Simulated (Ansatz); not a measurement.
# KMgF3: the cost of one run

Computed with Ansatz 0.2.0 (DFT r2SCAN, scalar-relativistic, plane waves, PAW).

1 further run of the same task is left out (set aside as unsound or not needed).

## (1) The starting structure

Symmetry: Pm-3m, No. 221, cubic system. The conventional cell has a = 4.054 Å, b = 4.054 Å, c = 4.054 Å, α = 90.00°, β = 90.00°, γ = 90.00°. Around K (site symmetry m-3m) lie 12 F at 2.87 Å. Around Mg (site symmetry m-3m) lie 6 F at 2.03 Å. F (site symmetry 4/mmm) has 2 Mg at 2.03 Å and 4 K at 2.87 Å as nearest neighbours.

Coordinates:

```cif
data_structure
_symmetry_space_group_name_H-M 'P 1'
_symmetry_Int_Tables_number 1
_cell_length_a 4.0536
_cell_length_b 4.0536
_cell_length_c 4.0536
_cell_angle_alpha 90.000
_cell_angle_beta 90.000
_cell_angle_gamma 90.000
_cell_volume 66.61
loop_
_atom_site_label
_atom_site_type_symbol
_atom_site_fract_x
_atom_site_fract_y
_atom_site_fract_z
_atom_site_occupancy
K1 K 0.50000 0.50000 0.50000 1
Mg1 Mg 0.00000 0.00000 0.00000 1
F1 F 0.00000 0.50000 0.00000 1
F2 F 0.50000 0.00000 0.00000 1
F3 F 0.00000 0.00000 0.50000 1
```

It is the end of an earlier relaxation with the same method, from a distorted copy of a database structure. At a tolerance of 0.02 Å it has space group Pm-3m (No. 221); it has 13.32 Å³/atom, an uncorrected energy of -3.27 eV/atom over the elements and, on its mesh, gap 6.96 eV.

## (2) The same geometry with r2SCAN

input.yaml reads:

```yaml
crystal:
  lattice:
    - [4.0536420869, 0.0, 0.0]
    - [0.0, 4.0536420869, 0.0]
    - [0.0, 0.0, 4.0536420869]
  atoms:
    - { symbol: K, position: [0.5, 0.5, 0.5] }
    - { symbol: Mg, position: [0.0, 0.0, 0.0] }
    - { symbol: F, position: [0.0, 0.5, 0.0] }
    - { symbol: F, position: [0.5, 0.0, 0.0] }
    - { symbol: F, position: [0.0, 0.0, 0.5] }
basis:
  ecutwfc: 500
kpoints:
  mp_grid: { grid: [6, 6, 6] }
  band_path:
    path:
      - [[0.0, 0.0, 0.0], [0.0, 0.5, 0.0], [0.5, 0.5, 0.0], [0.0, 0.0, 0.0], [0.5, 0.5, 0.5], [0.0, 0.5, 0.0]]
      - [[0.5, 0.5, 0.5], [0.5, 0.5, 0.0]]
    npoints: 14
hamiltonian:
  xc: r2scan
scf:
  occupations: { method: gaussian, width: 0.02 }
  n_extra_bands: 12
output:
  forces: true
  stress: true
  eigenvalues: true
  populations: true
  dos: { projected: true, de: 0.02, nscf_kmesh: { grid: [9, 9, 9] } }
  bader: true
```

Run with:

```
ansatz run input.yaml --threads 1 --pin off --max-ram 2560MiB --backend cpu --events-out ev --progress --plain --runs-dir out
```

What time and memory should one allow on 1 thread of Arm Neoverse N1, shared host?

About 53 s, with a peak of 0.45 GiB.
